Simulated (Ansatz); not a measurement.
# C4H3IS: up Jacob's ladder to CCSD(T)

An exercise on one series of results from a longer session: the logs are not shown, and one member is left open.

The runs use Ansatz 0.2.0, Gaussian basis; functionals in def2-TZVPP, the program's frozen cores in correlated methods.

Levels to be run: LDA (SPW92), PBE-D4, revPBE-D4, BLYP-D4, r2SCAN-D4, B97M-V, PBE0-D4, B3LYP-D4, r2SCANh-D4, r2SCAN0-D4, HSE06-D4, BHLYP-D4, CAM-B3LYP-D4, LC-ωPBE, ωB97X-V, ωB97M-V, B2PLYP, PBE-QIDH; CCSD(T)/def2-SVP; CCSD(T)/def2-TZVPP; MP2/def2-QZVPP; extrapolation to the limit; RPA on PBE.

1 further run of the same task is left out (for a known fault of the program). Runs told in other sessions of the task aren't counted.

## The geometry

The geometry comes from an earlier relaxation with PBE0-D4 in a triple-zeta def2 set; it is a stationary point, not always the lowest conformer. I takes the def2 core potential; no spin-orbit term is included.

9 atoms, charge 0, spin multiplicity 1.

Atoms are counted from 1 here; the program's logs count them from 0.

Bond lengths: I1–C2 2.060 Å, C2–C3 1.365 Å, C2–S6 1.710 Å, C3–C4 1.416 Å, C3–H7 1.081 Å, C4–C5 1.363 Å, C4–H8 1.082 Å, C5–S6 1.707 Å, C5–H9 1.079 Å. Angles: I1–C2–C3 127.1°, I1–C2–S6 120.9°, C3–C2–S6 111.9°, C2–C3–C4 111.9°, C2–C3–H7 123.5°, C4–C3–H7 124.6°, C3–C4–C5 112.8°, C3–C4–H8 123.7°, C5–C4–H8 123.4°, C4–C5–S6 111.5°, C4–C5–H9 128.3°, S6–C5–H9 120.2°, C2–S6–C5 91.8°.

The first run:

Contents of in.yaml:

```yaml
crystal:
  periodic: [false, false, false]
  atoms:
    - {symbol: I, position_ang: [0.994403, 0.273549, -3.125484]}
    - {symbol: C, position_ang: [0.319236, 0.228505, -1.180156]}
    - {symbol: C, position_ang: [0.481369, -0.779650, -0.274999]}
    - {symbol: C, position_ang: [-0.114759, -0.470177, 0.972124]}
    - {symbol: C, position_ang: [-0.710544, 0.755656, 0.984228]}
    - {symbol: S, position_ang: [-0.551580, 1.543938, -0.521030]}
    - {symbol: H, position_ang: [1.004072, -1.700193, -0.494351]}
    - {symbol: H, position_ang: [-0.100211, -1.134440, 1.825958]}
    - {symbol: H, position_ang: [-1.233684, 1.236610, 1.796711]}
basis:
  gaussian: {orbitals: def2-TZVPP}
hamiltonian: {xc: lda}
output: {orbitals: {seedname: orbitals}}
```

The run is started by

```bash
ansatz run in.yaml --threads 4 --pin off --events-out ev --progress --plain --max-ram 10444MiB
```

Steps of the session up to this table: LDA; PBE-D4 (GGA); revPBE-D4 (GGA); BLYP-D4 (GGA); r2SCAN-D4 (meta-GGA); B97M-V (meta-GGA); B3LYP-D4 (hybrid); r2SCANh-D4 (hybrid); r2SCAN0-D4 (hybrid); HSE06-D4 (hybrid); BHLYP-D4 (hybrid); CAM-B3LYP-D4 (range-separated); LC-ωPBE (range-separated); ωB97X-V (range-separated); ωB97M-V (range-separated); B2PLYP (double hybrid); PBE-QIDH (double hybrid).

One table of the session follows, with a row left open; its other results are not shown here.

It belongs to the step «Frontier levels by functional». 

```
  functional  HOMO (eV)  gap (eV)
 LDA (SPW92)      -5.80      3.78
      PBE-D4      -5.61      3.79
   revPBE-D4      -5.55      3.81
     BLYP-D4      -5.42      3.72
   r2SCAN-D4      -5.80      4.18
      B97M-V      -5.78      4.24
     PBE0-D4      -6.62      5.72
    B3LYP-D4      -6.39      5.26
  r2SCANh-D4      -6.18      4.90
  r2SCAN0-D4      -6.75      5.97
    HSE06-D4      -6.23      4.95
    BHLYP-D4      -7.43      7.53
CAM-B3LYP-D4      -7.80      8.01
     LC-ωPBE      -9.11     10.44
     ωB97X-V          ?         ?
     ωB97M-V      -8.65      9.75
```

Q: Estimate the row for ωB97X-V from the others.

The run gave: HOMO (eV): -8.76; gap (eV): 10.02. In the column «HOMO (eV)» it lies between LC-ωPBE (-9.11) and ωB97M-V (-8.65).
